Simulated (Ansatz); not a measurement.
# F2NbO2 ([NbO2F2]-): the cost of one run

The runs use Ansatz 0.2.0, Gaussian basis; the settings change from run to run.

### 1 The molecule

The geometry comes from an earlier relaxation with PBE-D4/def2-SVPD; it is a stationary point. Nb takes a core potential in def2 sets; no spin-orbit term is included.

5 atoms, charge -1, spin multiplicity 1.

Atoms are counted from 1 here; the program's logs count them from 0.

Bond lengths: Nb1–O2 1.765 Å, Nb1–O3 1.765 Å, Nb1–F4 1.962 Å, Nb1–F5 1.962 Å. Angles: O2–Nb1–O3 108.0°, O2–Nb1–F4 109.9°, O2–Nb1–F5 109.9°, O3–Nb1–F4 109.9°, O3–Nb1–F5 109.9°, F4–Nb1–F5 109.1°.

### 2 RPA/def2-TZVPD

Options: atoms shaken by 0.08 Å, a point charge of 2.00 e beside it, relativity set to scalar, correlated electrons set to outside_noble_gas.

Input file in.yaml:

```yaml
crystal:
  periodic: [false, false, false]
  atoms:
    - {symbol: Nb, position_ang: [-0.042925, 0.089612, -0.026734]}
    - {symbol: O, position_ang: [0.197084, -0.189450, 1.721176]}
    - {symbol: O, position_ang: [1.587844, 0.015276, -0.501292]}
    - {symbol: F, position_ang: [-0.894206, 1.615143, -0.672540]}
    - {symbol: F, position_ang: [-0.843877, -1.578112, -0.665997]}
basis:
  gaussian: {orbitals: def2-TZVPD, point_charges: [{charge: 2.00, position_ang: [5.260, -0.311, -0.543]}]}
total_charge: -1
hamiltonian: {xc: {name: PBE0}, pseudopotentials: {relativity: scalar}}
correlation: {method: rpa, electrons: outside_noble_gas}
scf: {omitted_lower_state_checks: [starts]}
```

Command:

```
> ansatz run in.yaml --threads 4 --pin off --events-out ev --progress --plain --max-ram 3916MiB
```

**Question.** How long does this run take on 4 threads of Arm Neoverse V1, shared host, and how much memory does it need?

About 18 s, with a peak of 0.56 GiB.
